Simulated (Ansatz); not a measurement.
# Ru: energy and stress against strain

The task, for Ru: see how energy and stress answer to the strain pattern (0, 0, 1, 0, 0, 0).

Computed with Ansatz 0.2.0 (DFT LDA, scalar-relativistic, plane waves, PAW, unless a step's input says otherwise).

**1. Starting point**

It takes space group P6_3/mmc (No. 194, hexagonal). Conventional cell: a = 2.706 Å, b = 2.706 Å, c = 4.282 Å, α = 90.00°, β = 90.00°, γ = 120.00°. Ru (site symmetry -6m2) has 12 Ru at 2.65 to 2.71 Å as nearest neighbours.

Structure file:

```cif
data_structure
_symmetry_space_group_name_H-M 'P6_3/mmc'
_symmetry_Int_Tables_number 194
_cell_length_a 2.7058
_cell_length_b 2.7058
_cell_length_c 4.2819
_cell_angle_alpha 90.000
_cell_angle_beta 90.000
_cell_angle_gamma 120.000
_cell_volume 27.15
loop_
_atom_site_label
_atom_site_type_symbol
_atom_site_symmetry_multiplicity
_atom_site_Wyckoff_symbol
_atom_site_fract_x
_atom_site_fract_y
_atom_site_fract_z
_atom_site_occupancy
Ru1 Ru 2 c 0.33333 0.66667 0.25000 1
```

No relaxation comes first: the listed cell is the starting point.

**2. Zero of energy**

Reference values: F = -11516.5596 eV; pressure -12.30 GPa; largest force 0.000 eV/Å; gap on the mesh none (metal). It was computed beforehand with the settings of the runs below.

**3. Setting up energy and stress against strain**

The cell is strained by ε times the Voigt pattern (0, 0, 1, 0, 0, 0) (xx, yy, zz, yz, xz, xy; engineering shear), with fractional coordinates fixed (clamped ions). The stress on the pattern is the sum of the stress components weighted by it, tension positive.

**4. At ε = -0.1000**

File input.yaml:

```yaml
crystal:
  lattice:
    - [2.7057993342, 0.0, 0.0]
    - [-1.3528996671, 2.343290961, 0.0]
    - [0.0, 0.0, 3.85371]
  atoms:
    - { symbol: Ru, position: [0.3333333333, 0.6666666667, 0.25] }
    - { symbol: Ru, position: [0.6666666667, 0.3333333333, 0.75] }
basis:
  ecutwfc: 420
kpoints:
  mp_grid: { grid: [21, 21, 12] }
hamiltonian:
  xc: lda
scf:
  occupations: { method: gaussian, width: 0.15 }
output:
  forces: true
  stress: true
  eigenvalues: true
```

**5. ε = 0.0750**

Changes to input.yaml since step 4:

```diff
@@ -4,3 +4,3 @@
     - [-1.3528996671, 2.343290961, 0.0]
-    - [0.0, 0.0, 3.85371]
+    - [0.0, 0.0, 4.6030425]
   atoms:
```

**6. Point ε = -0.0500**

Changes to input.yaml since step 5:

```diff
@@ -4,3 +4,3 @@
     - [-1.3528996671, 2.343290961, 0.0]
-    - [0.0, 0.0, 4.6030425]
+    - [0.0, 0.0, 4.067805]
   atoms:
```

**7. ε = 0.0250**

Changes to input.yaml since step 6:

```diff
@@ -4,3 +4,3 @@
     - [-1.3528996671, 2.343290961, 0.0]
-    - [0.0, 0.0, 4.067805]
+    - [0.0, 0.0, 4.3889475]
   atoms:
```

**8. At ε = 0.1000**

Changes to input.yaml since step 7:

```diff
@@ -4,3 +4,3 @@
     - [-1.3528996671, 2.343290961, 0.0]
-    - [0.0, 0.0, 4.3889475]
+    - [0.0, 0.0, 4.71009]
   atoms:
```

**9. Point ε = -0.0750**

Changes to input.yaml since step 8:

```diff
@@ -4,3 +4,3 @@
     - [-1.3528996671, 2.343290961, 0.0]
-    - [0.0, 0.0, 4.71009]
+    - [0.0, 0.0, 3.9607575]
   atoms:
```

(Steps that only read results are left out.)

Before running it: what results should come out? Wanted: slope of the stress at ε = 0, from the points at -0.0500, 0 and 0.0250.

The runs gave:

| quantity | value |
| --- | --- |
| slope of the stress at ε = 0, from the points at -0.0500, 0 and 0.0250 | 629 GPa |

In words: From the stress slope, C33 is about 629 GPa with the ions clamped; letting the atoms relax could not make it stiffer. The step is wide, so higher orders mix in. The reference stands under -12.3 GPa, so this is no zero-stress constant. No sampled point lies below the undisturbed cell.
